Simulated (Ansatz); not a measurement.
**GeH3O (SMILES [OH][GeH2]) at UHF/STO-3G**

Aim: the electronic atomisation energy of GeH3O at UHF/STO-3G, from 4 runs. 

The calculation is run with Ansatz 0.2.0.

7 further runs of the same task are left out: 7 set aside as unsound or not needed.

### 1 The structure to begin with

GeH3O: 5 atoms, total charge 0, spin state doublet. As SMILES, `[OH][GeH2]`. Geometry: relaxed at PBE0-D4/def2-TZVP. This is one conformer, not always the lowest.

Bond lengths: O1–Ge2 1.786 Å, O1–H3 0.960 Å, Ge2–H4 1.546 Å, Ge2–H5 1.557 Å. Angles: O1–Ge2–H4 103.8°, O1–Ge2–H5 108.9°, Ge2–O1–H3 112.6°, H4–Ge2–H5 111.8°.

### 2 A single-point energy at UHF/STO-3G

File job.yaml:

```yaml
crystal:
  periodic: [false, false, false]
  atoms:
    - {symbol: O, position_ang: [0.355500, -1.075800, 0.460700]}
    - {symbol: Ge, position_ang: [-0.520100, 0.416100, 0.017700]}
    - {symbol: H, position_ang: [1.097400, -0.907600, 1.046500]}
    - {symbol: H, position_ang: [-1.396800, -0.014400, -1.180300]}
    - {symbol: H, position_ang: [0.513900, 1.508000, -0.385900]}
basis:
  gaussian:
    orbitals: STO-3G
magnetization:
  spin_polarized: true
  initial_magnetization: 1
hamiltonian:
  xc: hf
accuracy: high
output: {orbitals: {seedname: orbitals}}
```

Launch:

```sh
ansatz run job.yaml --threads 1 --pin off --max-ram 2610MiB --events-out events.jsonl --progress --plain --runs-dir runs
```

The log of the run:

```text
Warning: RAYON_NUM_THREADS=1 ignored (pool sized by the plan → 1); use --threads N
Functional definition: HF
  name "HF"
  exchange = exact_x
  correlation = 0
380 factors; integrals over basis functions are off by at most 3.6e-9 eV
mean field evaluation 1: about -57884.9739 eV, gradient 1.3e1 eV
mean field evaluation 2: about -57885.0262 eV, gradient 1.3e1 eV
mean field evaluation 4: about -57886.4250 eV, gradient 1.3e0 eV
mean field evaluation 8: about -57886.4690 eV, gradient 3.1e-4 eV
mean field -57886.46766851 eV, -2127.2884499608 hartree, gradient 1.8e-8 eV, S^2 0.753165; 0 other end points of the search recorded, 0 dependent functions left out
reference -57886.46766851 eV, -2127.2884499608 hartree; 22, 21 occupied and 4, 5 virtual orbitals, 380 factors
Total energy: -57886.46766851 eV, -2127.2884499608 hartree
```

It took 0.24 s on 1 thread of Intel Xeon Platinum 8488C (Sapphire Rapids), shared host.

### 3 The Ge atom, same level

File run.yaml:

```yaml
basis:
  gaussian:
    orbitals: STO-3G
crystal:
  periodic: [false, false, false]
  atoms:
    - symbol: Ge
      position_ang: [0.000000, 0.000000, 0.000000]
magnetization:
  spin_polarized: true
  initial_magnetization: 2
hamiltonian:
  xc: hf
accuracy: high
```

Run the same way, it converges to -2051.63626 Eh (log not shown).

### 4 The H atom

File job.yaml:

```yaml
crystal:
  periodic: [false, false, false]
  atoms:
    - {symbol: H, position_ang: [0.000000, 0.000000, 0.000000]}
basis:
  gaussian:
    orbitals: STO-3G
magnetization:
  spin_polarized: true
  initial_magnetization: 1
hamiltonian:
  xc: hf
accuracy: high
```

Launch:

```sh
ansatz run job.yaml --threads 1 --pin off --max-ram 2610MiB --events-out events.jsonl --progress --plain --runs-dir runs
```

The log of the run:

```text
Warning: RAYON_NUM_THREADS=1 ignored (pool sized by the plan → 1); use --threads N
Functional definition: HF
  name "HF"
  exchange = exact_x
  correlation = 0
1 factors; integrals over basis functions are off by at most 4.6e-10 eV
mean field evaluation 1: about -12.6963 eV, gradient 0.0e0 eV
mean field evaluation 2: about -12.6963 eV, gradient 0.0e0 eV
mean field -12.69633895 eV, -0.4665818504 hartree, gradient 0.0e0 eV, S^2 0.750000; 0 other end points of the search recorded, 0 dependent functions left out
reference -12.69633895 eV, -0.4665818504 hartree; 1, 0 occupied and 0, 1 virtual orbitals, 1 factors
Total energy: -12.69633895 eV, -0.4665818504 hartree
```

Wall time 0.06 s (1 thread of Intel Xeon Platinum 8488C (Sapphire Rapids), shared host).

### 5 The O atom

File run.yaml:

```yaml
crystal:
  periodic: [false, false, false]
  atoms:
    - {symbol: O, position_ang: [0.000000, 0.000000, 0.000000]}
basis:
  gaussian:
    orbitals: STO-3G
magnetization:
  spin_polarized: true
  initial_magnetization: 2
hamiltonian:
  xc: hf
accuracy: high
```

Run the same way, it converges to -73.80415 Eh (log not shown).

### 6 Summary of results

At UHF/STO-3G:

```
                                    quantity           value
                      molecule: total energy  -2127.28845 Eh
molecule: HOMO energy (highest over α and β)        -6.23 eV
 molecule: LUMO energy (lowest over α and β)         5.16 eV
                              molecule: ⟨S²⟩           0.753
                       Ge atom: total energy  -2051.63626 Eh
                               Ge atom: ⟨S²⟩           2.000
                        H atom: total energy     -0.46658 Eh
                                H atom: ⟨S²⟩           0.750
                        O atom: total energy    -73.80415 Eh
                                O atom: ⟨S²⟩           2.000
               electronic atomisation energy       12.199 eV
```

In words: Taking the molecule apart into free atoms costs 12.20 eV (1177 kJ/mol), before zero-point energy and without spin-orbit coupling. Hartree–Fock lacks the correlation of the bonding pairs, which as a rule makes this value much too low; in minimal bases other errors can mask that. In a minimal basis such a difference can be off by several eV, whatever the method.
